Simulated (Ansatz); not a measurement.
## CH7ClGeSi, SMILES [SiH3][GeH2][CH2]Cl: a ladder of methods at one geometry

Program: Ansatz 0.2.0 through its Python package.

Contents of `ch7clgesi.xyz`:
```text
11

Si   -0.89040    1.50040   -0.04880
Ge   -0.19210   -0.49170    0.74510
C     1.16020   -1.18490   -0.44580
Cl    0.57500   -1.49410   -2.04240
H     0.18830    2.48280   -0.13860
H    -1.98000    2.08910    0.83240
H    -1.46790    1.36050   -1.40500
H    -1.33050   -1.47380    0.80250
H     0.40460   -0.27330    2.20780
H     2.01380   -0.44190   -0.49790
H     1.58440   -2.13000    0.01120
```

The script, `ch7clgesi_methods.py`:
```python
"""CH7ClGeSi at several levels of theory."""

from pathlib import Path
import argparse
import warnings

import ansatz as az
import numpy as np

parser = argparse.ArgumentParser(description="CH7ClGeSi at several levels of theory.")
parser.add_argument("--basis", required=True, help="Gaussian basis set")
args = parser.parse_args()

warnings.simplefilter("ignore", az.DeckWarning)

system = az.Crystal.molecule_from_extxyz("ch7clgesi.xyz")

calculation = system.calculation().basis(gaussian=args.basis)

print("functional    E (Ha)        dipole (D)   HOMO (eV)  LUMO (eV)")
for name in ["r2scan0", "pbe", "blyp", "r2scan", "hf", "hse06"]:
    rep = calculation.functional(name).forces().orbitals().run(runs_dir="runs").report
    lines = Path(rep["orbitals_path"]).read_text().splitlines()
    field_of = lambda key: [line.split("=")[1].strip() for line in lines if line.startswith(key)]
    orbitals = [(27.211386 * float(e), s, float(n)) for e, s, n in zip(field_of("Ene="), field_of("Spin="), field_of("Occup="))]
    homo = max(e for e, _, n in orbitals if n > 0.5)
    lumo = min(e for e, _, n in orbitals if n < 0.5)
    dipole = 4.803205 * np.linalg.norm(rep["charge_distribution"]["dipole_moment_e_ang"])
    print(f"{name:10s} {rep['free_energy_ev'] / 27.211386246:14.6f} {dipole:9.3f} {homo:11.3f} {lumo:10.3f}")
```

Output of `python ch7clgesi_methods.py --basis def2-SVP`:
```text
functional    E (Ha)        dipole (D)   HOMO (eV)  LUMO (eV)
r2scan0      -2868.348487     1.507      -8.081      0.353
pbe          -2867.737555     1.325      -6.540     -0.568
blyp         -2868.458679     1.256      -6.336     -0.397
r2scan       -2868.375864     1.450      -6.891     -0.365
hf           -2865.187596     1.631     -10.839      3.377
hse06        -2867.859698     1.437      -7.469     -0.142
```

What to keep in mind:
- Total energies depend on the basis set; only differences at equal settings carry meaning.
- The geometry is a force-field or estimated start, not a minimum of this method, and the basis set is short of its limit. A lower total doesn't mark the better method: functionals have no common bound, and MP2 and coupled cluster aren't variational.
- Levels such as HOMO and LUMO are orbital energies: with these approximate functionals they aren't the ionisation energy and electron affinity, and their gap isn't the fundamental gap.
- hse06 follows the composition of plane-wave codes, whose totals differ by tens of mHa, up to about 0.1 Ha, from the form usual in Gaussian-basis programs (wpbeh).
- Run time: 20 s on 1 thread of Intel(R) Xeon(R) 6975P-C (Granite Rapids), on a shared host, peak memory 0.39 GiB.
